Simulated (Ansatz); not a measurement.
# The arsenic atom (quartet): from Hartree-Fock to the top rungs, aug-cc-pVTZ

Aim: climb from Hartree-Fock through coupled cluster and multireference methods for the arsenic atom (quartet) at one geometry and basis, and see what each rung misses.

Computed with Ansatz 0.2.0, Gaussian basis. Level: aug-cc-pVTZ, core rule «outside noble gas», up to 14 orbitals frozen.

To be run: CCSD(T) on UHF; BCCD(T) on ROHF; CISD; CCSDT(Q) on ROHF; CCSDT(Q) on UHF; CASSCF and MRCISD+Q, 5 electrons in 4 orbitals; CASSCF and MRCISD+Q(relaxed), 5 electrons in 4 orbitals; CASSCF and NEVPT4(SD), 5 electrons in 4 orbitals; CASSCF and NEVPT2, 5 electrons in 4 orbitals; Full CI.

### 1 The atom

A free atom, in its lowest state of this spin that the program finds. No spin-orbit coupling is included. The filled d shell of As may be among the frozen orbitals whatever the setting's name suggests; the logs give the count.

1 atom, charge 0, spin multiplicity 4.

### 2 CCSD(T) on UHF

in.yaml

```yaml
crystal:
  periodic: [false, false, false]
  atoms:
    - {symbol: As, position_ang: [0.000000, 0.000000, 0.000000]}
basis:
  gaussian: {orbitals: aug-cc-pVTZ}
magnetization: {spin_polarized: true, initial_magnetization: 3}
correlation: {method: ccsd_t, electrons: outside_noble_gas}
```

The run is started by

```sh
> ansatz run in.yaml --threads 1 --pin off --events-out ev --progress --plain --max-ram 3916MiB
```

Further steps of the session: BCCD(T) on ROHF; CISD; CCSDT(Q) on ROHF; CCSDT(Q) on UHF; CASSCF and MRCISD+Q, 5 electrons in 4 orbitals; CASSCF and MRCISD+Q(relaxed), 5 electrons in 4 orbitals; CASSCF and NEVPT4(SD), 5 electrons in 4 orbitals; CASSCF and NEVPT2, 5 electrons in 4 orbitals; Full CI.

Q: Predict the results of all the runs planned. Wanted: FCI below the UHF energy; UMP2 from FCI; UCCSD(T) from FCI; UCCSDT(Q) from FCI; NEVPT2 valence from FCI; NEVPT4(SD) valence from FCI; MRCISD+Q valence from FCI; effectively unpaired electrons.

**Answer**, as computed:

| quantity | value |
| --- | --- |
| FCI below the UHF energy | -2.4405 eV |
| UMP2 from FCI | +470.1 meV |
| UCCSD(T) from FCI | +0.9 meV |
| UCCSDT(Q) from FCI | -18.2 meV |
| NEVPT2 valence from FCI | +504.4 meV |
| NEVPT4(SD) valence from FCI | +43.0 meV |
| MRCISD+Q valence from FCI | +10.1 meV |
| levels within 1 kcal/mol (43 meV) | UCCSD(T), BCCD(T), UCCSDT, UCCSDT(Q), NEVPT4(SD) valence, MRCISD+Q valence, MRCISD+Q(relaxed) valence |
| effectively unpaired electrons | 3.01 |

**Reading.** UCCSD(T) misses by +0.9 meV, 0.0 % of the correlation energy. UCCSDT, UCCSDT(Q) fall below full CI: unrestricted runs freeze a spin-polarised core, another one than full CI's, and coupled cluster isn't variational. One determinant dominates. Of the multireference levels listed MRCISD+Q valence comes nearest in total energy (+10.1 meV), which doesn't show that its space is the better one. These misses are within one basis, not against nature; the frozen cores of restricted and unrestricted runs differ, which can shift their rows.
